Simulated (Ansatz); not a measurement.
# C2H6BClO: how energies converge with the basis set

One table from this session's results is given with a row withheld; the runs are named, their logs left out.

Program: Ansatz 0.2.0, Gaussian basis. Level of theory: one geometry, several basis sets. These are calculated values, not measurements.

Plan: PBE0-D4/def2-SVP; ωB97M-V/def2-SVP; PBE0-D4/def2-QZVPP; ωB97M-V/def2-QZVPP; the functionals' def2-TZVPP values are taken from earlier runs.

**Structure used throughout**

All runs share one geometry, relaxed beforehand with PBE0-D4 in a triple-zeta def2 set.

SMILES `CCOBCl`, 11 atoms, charge 0, spin multiplicity 1.

Atoms are counted from 1 here; the program's logs count them from 0.

Bond lengths: C1–C2 1.508 Å, C1–H6 1.092 Å, C1–H7 1.091 Å, C1–H8 1.092 Å, C2–O3 1.425 Å, C2–H9 1.093 Å, C2–H10 1.095 Å, O3–B4 1.333 Å, B4–Cl5 1.757 Å, B4–H11 1.196 Å. Angles: C2–C1–H6 110.0°, C2–C1–H7 110.6°, C2–C1–H8 110.9°, H6–C1–H7 108.5°, H6–C1–H8 108.3°, H7–C1–H8 108.4°, C1–C2–O3 110.1°, C1–C2–H9 110.8°, C1–C2–H10 111.2°, O3–C2–H9 106.7°, O3–C2–H10 109.7°, H9–C2–H10 108.2°, C2–O3–B4 121.7°, O3–B4–Cl5 118.4°, O3–B4–H11 122.8°, Cl5–B4–H11 118.8°.

The first run:

Contents of in.yaml:

```yaml
crystal:
  periodic: [false, false, false]
  atoms:
    - {symbol: C, position_ang: [-0.327303, -0.639769, 1.365208]}
    - {symbol: C, position_ang: [-0.346009, 0.509080, 0.388975]}
    - {symbol: O, position_ang: [0.796392, 0.448989, -0.460097]}
    - {symbol: B, position_ang: [0.685875, 0.225562, -1.769729]}
    - {symbol: Cl, position_ang: [2.155035, 0.147432, -2.730094]}
    - {symbol: H, position_ang: [-1.171679, -0.559095, 2.053605]}
    - {symbol: H, position_ang: [0.595393, -0.634604, 1.947998]}
    - {symbol: H, position_ang: [-0.400025, -1.596104, 0.843002]}
    - {symbol: H, position_ang: [-0.297005, 1.466196, 0.914161]}
    - {symbol: H, position_ang: [-1.257366, 0.498226, -0.217616]}
    - {symbol: H, position_ang: [-0.368008, 0.077087, -2.314713]}
basis:
  gaussian: {orbitals: def2-SVP}
hamiltonian: {xc: pbe0, dispersion: d4}
output: {orbitals: {seedname: orbitals}}
```

Command:

```bash
ansatz run in.yaml --threads 4 --pin off --events-out ev --progress --plain --max-ram 10444MiB
```

Steps of the session up to this table: PBE0-D4 in def2-SVP; ωB97M-V in def2-SVP; PBE0-D4 in def2-QZVPP; ωB97M-V in def2-QZVPP.

One of the session's tables, all rows but one given; the rest of the session is left out.

| functional | basis | HOMO (eV) | LUMO (eV) |
| --- | --- | --- | --- |
| PBE0-D4 | def2-SVP | ? | ? |
| PBE0-D4 | def2-TZVPP | -8.72 | -0.26 |
| PBE0-D4 | def2-QZVPP | -8.75 | -0.35 |
| ωB97M-V | def2-SVP | -10.80 | 2.15 |
| ωB97M-V | def2-TZVPP | -11.03 | 1.67 |
| ωB97M-V | def2-QZVPP | -11.06 | 1.40 |

Q: Estimate the row for PBE0-D4, def2-SVP from the others.

As computed: HOMO (eV): -8.54; LUMO (eV): 0.04. In the column «HOMO (eV)» it is the highest.
